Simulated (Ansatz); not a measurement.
# CH₃Cl₃SeSn: one species, many methods

The task here is to estimate one member of a computed series from the others.

Program: Ansatz 0.2.0, Gaussian basis. Level of theory: functionals in def2-TZVPP, the program's frozen cores in correlated methods. These are calculated values, not measurements.

Plan: LDA (SPW92), PBE-D4, revPBE-D4, BLYP-D4, r2SCAN-D4, B97M-V, PBE0-D4, B3LYP-D4, r2SCANh-D4, r2SCAN0-D4, HSE06-D4, BHLYP-D4, CAM-B3LYP-D4, LC-ωPBE, ωB97X-V, ωB97M-V, B2PLYP, PBE-QIDH; CCSD(T)/def2-SVP; CCSD(T)/def2-TZVPP; CCSD(T)/def2-QZVPP; extrapolation to the limit; RPA on PBE.

**The geometry**

An earlier PBE0-D4 in a triple-zeta def2 set relaxation fixed the geometry. Sn takes the def2 core potential; no spin-orbit term is included.

SMILES `C[Se][Sn]([Cl])([Cl])[Cl]`, 9 atoms, charge 0, spin multiplicity 1.

Atoms are counted from 1 here; the program's logs count them from 0.

Bond lengths: C1–Se2 1.962 Å, C1–H7 1.089 Å, C1–H8 1.087 Å, C1–H9 1.087 Å, Se2–Sn3 2.484 Å, Sn3–Cl4 2.312 Å, Sn3–Cl5 2.300 Å, Sn3–Cl6 2.312 Å. Angles: Se2–C1–H7 105.0°, Se2–C1–H8 110.4°, Se2–C1–H9 110.4°, H7–C1–H8 109.7°, H7–C1–H9 109.7°, H8–C1–H9 111.4°, C1–Se2–Sn3 95.1°, Se2–Sn3–Cl4 111.9°, Se2–Sn3–Cl5 111.4°, Se2–Sn3–Cl6 111.8°, Cl4–Sn3–Cl5 108.4°, Cl4–Sn3–Cl6 104.7°, Cl5–Sn3–Cl6 108.4°.

Set-up of the first run:

The input, in.yaml:

```yaml
crystal:
  periodic: [false, false, false]
  atoms:
    - {symbol: C, position_ang: [0.028623, -1.155630, 1.319003]}
    - {symbol: Se, position_ang: [1.553494, -0.306633, 0.422934]}
    - {symbol: Sn, position_ang: [0.170164, 1.013443, -1.162485]}
    - {symbol: Cl, position_ang: [-1.171642, -0.341593, -2.468882]}
    - {symbol: Cl, position_ang: [1.479687, 2.294165, -2.554197]}
    - {symbol: Cl, position_ang: [-1.303836, 2.410955, -0.058982]}
    - {symbol: H, position_ang: [0.469603, -1.797379, 2.080246]}
    - {symbol: H, position_ang: [-0.599783, -0.404481, 1.791649]}
    - {symbol: H, position_ang: [-0.537810, -1.759146, 0.613715]}
basis:
  gaussian: {orbitals: def2-TZVPP}
hamiltonian: {xc: lda}
output: {orbitals: {seedname: orbitals}}
```

Among the steps run: LDA; PBE-D4 (GGA); revPBE-D4 (GGA); BLYP-D4 (GGA); r2SCAN-D4 (meta-GGA); B97M-V (meta-GGA); PBE0-D4 (hybrid); B3LYP-D4 (hybrid); r2SCANh-D4 (hybrid); r2SCAN0-D4 (hybrid); HSE06-D4 (hybrid); BHLYP-D4 (hybrid); CAM-B3LYP-D4 (range-separated); LC-ωPBE (range-separated); ωB97X-V (range-separated); ωB97M-V (range-separated); B2PLYP (double hybrid); PBE-QIDH (double hybrid).

One of the session's tables, all rows but one given; the rest of the session is left out.

It belongs to the step «Orbital energies across the functionals». 

```
  functional  HOMO (eV)  LUMO (eV)  gap (eV)
 LDA (SPW92)          ?          ?         ?
      PBE-D4      -6.35      -3.58      2.77
   revPBE-D4      -6.30      -3.47      2.82
     BLYP-D4      -6.18      -3.50      2.68
   r2SCAN-D4      -6.64      -3.44      3.19
      B97M-V      -6.71      -3.29      3.42
     PBE0-D4      -7.53      -2.74      4.79
    B3LYP-D4      -7.29      -3.01      4.28
  r2SCANh-D4      -7.07      -3.14      3.93
  r2SCAN0-D4      -7.71      -2.67      5.05
    HSE06-D4      -7.13      -3.11      4.02
    BHLYP-D4      -8.55      -1.80      6.75
CAM-B3LYP-D4      -8.82      -1.78      7.04
     LC-ωPBE     -10.20      -0.60      9.59
     ωB97X-V      -9.84      -0.70      9.15
     ωB97M-V      -9.69      -0.78      8.91
```

Estimate the missing values for LDA (SPW92).

The run gave: HOMO (eV): -6.50; LUMO (eV): -3.88; gap (eV): 2.61. In the column «HOMO (eV)» it lies between r2SCAN-D4 (-6.64) and PBE-D4 (-6.35).
